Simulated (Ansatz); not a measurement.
## Si2W and its elements: a formation energy from the elements, step by step

With Ansatz's Python interface.

At the Python prompt:
```pycon
>>> from collections import Counter
>>> import ansatz as az
>>> import numpy as np
>>> SCF_TOL = 1e-08
>>> KSPACING = 0.3
>>> OCCUPATIONS = "gaussian"
>>> SMEARING_WIDTH = 0.02
>>> PHASES = {
...     "Si2W": (
...         [[-1.6069, 1.6069, 3.91495], [1.6069, -1.6069, 3.91495], [1.6069, 1.6069, -3.91495]],
...         [
...             ("Si", [0.3347, 0.3347, 0.0]),
...             ("Si", [0.6653, 0.6653, 0.0]),
...             ("W", [0.0, 0.0, 0.0]),
...         ],
...     ),
...     "Si": (
...         [[0.0, 2.71356, 2.71356], [2.71356, 0.0, 2.71356], [2.71356, 2.71356, 0.0]],
...         [
...             ("Si", [0.75, 0.75, 0.75]),
...             ("Si", [0.5, 0.5, 0.5]),
...         ],
...     ),
...     "W": (
...         [[-1.58234, 1.58234, 1.58234], [1.58234, -1.58234, 1.58234], [1.58234, 1.58234, -1.58234]],
...         [
...             ("W", [0.0, 0.0, 0.0]),
...         ],
...     ),
... }
>>> def build(vectors, sites):
...     crystal = az.Crystal(lattice=az.Lattice.of(vectors))
...     for symbol, position in sites:
...         crystal = crystal.atom(symbol, position)
...     return crystal
...
>>> def ground_state(name, crystal):
...     calc = (
...         crystal.calculation()
...         .scf(tolerance=SCF_TOL)
...         .basis(17 * az.Ha)
...         .kpoints(spacing=KSPACING)
...         .occupations(OCCUPATIONS, width=SMEARING_WIDTH)
...         .stress()
...     )
...     calc = calc.relax(force_tolerance=0.01, max_steps=40, cell=True)
...     return calc.run()
...
>>> def counts(outcome):
...     return Counter(site.symbol for site in outcome.lattice.sites)
...
>>> def formation_energy(outcome, mu):
...     n = counts(outcome)
...     return (outcome.report["energy_sigma0_ev"] - sum(k * mu[element] for element, k in n.items())) / sum(n.values())
...
>>> def volume_per_atom(outcome):
...     return abs(np.linalg.det(outcome.lattice.cell_ang)) / len(outcome.lattice.sites)
...
>>> phases = {name: build(*cell) for name, cell in PHASES.items()}
>>> done = {}
>>> for name, crystal in phases.items():
...     done[name] = ground_state(name, crystal)
...     print(f"{name}: {done[name].report['energy_sigma0_ev']:.4f} eV, {len(done[name].lattice.sites)} atoms")
...
DeckWarning: relax.cell: scf.convergence.dr2_threshold = 1e-8 eV is looser than the 3e-10 eV advised for a relaxation that steers and ends on the stress (1e-10 eV for each atom of the cell: 3). What an SCF threshold leaves in a stress goes as its square root, and in the free energy as the threshold itself, and one threshold admits the most on a small cell: of the crystals measured, under no [...]
Si2W: -11657.4587 eV, 3 atoms
DeckWarning: relax.cell: scf.convergence.dr2_threshold = 1e-8 eV is looser than the 2e-10 eV advised for a relaxation that steers and ends on the stress (1e-10 eV for each atom of the cell: 2). What an SCF threshold leaves in a stress goes as its square root, and in the free energy as the threshold itself, and one threshold admits the most on a small cell: of the crystals measured, under no [...]
Si: -1271.6113 eV, 2 atoms
DeckWarning: relax.cell: scf.convergence.dr2_threshold = 1e-8 eV is looser than the 1e-10 eV advised for a relaxation that steers and ends on the stress (1e-10 eV for each atom of the cell: 1). What an SCF threshold leaves in a stress goes as its square root, and in the free energy as the threshold itself, and one threshold admits the most on a small cell: of the crystals measured, under no [...]
W: -10384.8174 eV, 1 atoms
>>> references = {"Si": "Si", "W": "W"}
>>> mu = {element: done[name].report["energy_sigma0_ev"] / len(done[name].lattice.sites) for element, name in references.items()}
>>> target = done["Si2W"]
>>> heat = formation_energy(target, mu)
>>> for element, value in mu.items():
...     print(f"mu({element}) = {value:.4f} eV from {references[element]}, {volume_per_atom(done[references[element]]):.2f} A^3/atom")
...
mu(Si) = -635.8057 eV from Si, 20.46 A^3/atom
mu(W) = -10384.8174 eV from W, 16.14 A^3/atom
>>> print(f"formation energy of Si2W: {heat:.4f} eV/atom = {96.4853 * heat:.1f} kJ/mol of atoms")
formation energy of Si2W: -0.3434 eV/atom = -33.1 kJ/mol of atoms
```

The formation energy is -0.343 eV an atom (-33.1 kJ per mole of atoms), so Si2W lies below the reference phases.

Notes:
- Total energies depend on the potentials; only differences at equal settings carry meaning.
- The run is spin-unpolarised.
- Spin-orbit coupling, which matters for elements this heavy, is left out.
- No functional is typed, so the default, PBE, holds.
- The cells come from databases of deposited and of computed structures, and not all need be stable phases.
- Warnings are shown shortened and without file and line.
- The compound is the structure given, not necessarily its lowest; energies are at zero temperature, with no correction for gases. A semilocal functional's error on such energies is often 0.05 to 0.1 eV an atom, and 0.1 to 0.3 eV against gases such as O2 or F2.
- Run time: 12 s on 1 thread of Intel(R) Xeon(R) 6975P-C (Granite Rapids), on a shared host, peak memory 0.48 GiB.

(Lines on the test bed's own set-up are left out of the output.)
